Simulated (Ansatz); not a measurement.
**Cl4H3NSi2: one species, many methods**

One table from this session's results is given with a row withheld; the runs are named, their logs left out.

The runs use Ansatz 0.2.0, Gaussian basis; functionals in def2-TZVPP, the program's frozen cores in correlated methods.

Levels to be run: PBE-D4, r2SCAN-D4, PBE0-D4, B3LYP-D4, ωB97X-V, ωB97M-V, B2PLYP; CCSD(T)/def2-TZVPP; MP2/def2-QZVPP; extrapolation to the limit.

## Structure used throughout

All runs share one geometry, relaxed beforehand with PBE0-D4 in a triple-zeta def2 set.

SMILES `Cl[SiH2]N[Si](Cl)(Cl)Cl`, 10 atoms, charge 0, spin multiplicity 1.

Atoms are counted from 1 here; the program's logs count them from 0.

Bond lengths: Cl1–Si2 2.052 Å, Si2–N3 1.732 Å, Si2–H8 1.478 Å, Si2–H9 1.478 Å, N3–Si4 1.690 Å, N3–H10 1.012 Å, Si4–Cl5 2.032 Å, Si4–Cl6 2.031 Å, Si4–Cl7 2.035 Å. Angles: Cl1–Si2–N3 105.6°, Cl1–Si2–H8 107.9°, Cl1–Si2–H9 108.2°, N3–Si2–H8 112.1°, N3–Si2–H9 111.9°, H8–Si2–H9 110.8°, Si2–N3–Si4 128.1°, Si2–N3–H10 114.9°, Si4–N3–H10 116.9°, N3–Si4–Cl5 112.5°, N3–Si4–Cl6 112.2°, N3–Si4–Cl7 106.2°, Cl5–Si4–Cl6 106.9°, Cl5–Si4–Cl7 109.4°, Cl6–Si4–Cl7 109.7°.

Set-up of the first run:

in.yaml reads:

```yaml
crystal:
  periodic: [false, false, false]
  atoms:
    - {symbol: Cl, position_ang: [-1.718215, 0.040143, -2.722174]}
    - {symbol: Si, position_ang: [-0.076289, -0.264283, -1.529259]}
    - {symbol: N, position_ang: [-0.578580, 0.167262, 0.071403]}
    - {symbol: Si, position_ang: [0.344350, 0.178494, 1.487685]}
    - {symbol: Cl, position_ang: [0.510095, 2.035944, 2.294128]}
    - {symbol: Cl, position_ang: [-0.442688, -1.021887, 2.925194]}
    - {symbol: Cl, position_ang: [2.191330, -0.497447, 0.965983]}
    - {symbol: H, position_ang: [0.301402, -1.689580, -1.629319]}
    - {symbol: H, position_ang: [1.015702, 0.603669, -2.016901]}
    - {symbol: H, position_ang: [-1.547117, 0.447694, 0.153259]}
basis:
  gaussian: {orbitals: def2-TZVPP}
hamiltonian: {xc: pbe, dispersion: d4}
output: {forces: true, orbitals: {seedname: orbitals}}
```

Run with:

```bash
$ ansatz run in.yaml --threads 2 --pin off --events-out ev --progress --plain --max-ram 32768MiB --backend cuda --devices 0, --max-vram 18GiB
```

Steps of the session up to this table: PBE-D4 (GGA); r2SCAN-D4 (meta-GGA); PBE0-D4 (hybrid); B3LYP-D4 (hybrid); ωB97X-V (range-separated); ωB97M-V (range-separated); B2PLYP (double hybrid); CCSD(T) in def2-TZVPP; MP2 in def2-QZVPP.

One table of the session follows, with a row left open; its other results are not shown here.

It belongs to the step «Atomisation energies». 

| method | atomisation energy (kcal/mol) |
| --- | --- |
| PBE-D4 | 820.0 |
| r2SCAN-D4 | 815.7 |
| PBE0-D4 | 810.8 |
| B3LYP-D4 | 802.5 |
| ωB97X-V | 819.9 |
| ωB97M-V | 820.0 |
| B2PLYP | 794.0 |
| HF/def2-TZVPP | 589.2 |
| MP2/def2-TZVPP | 810.2 |
| CCSD/def2-TZVPP | 767.1 |
| CCSD(T)/def2-TZVPP | ? |
| MP2/CBS | 842.0 |
| CCSD(T)/CBS | 814.5 |

**Question.** Estimate the row for CCSD(T)/def2-TZVPP.

The run gave: atomisation energy (kcal/mol): 782.7. In the column «atomisation energy (kcal/mol)» it lies between CCSD/def2-TZVPP (767.1) and B2PLYP (794.0).
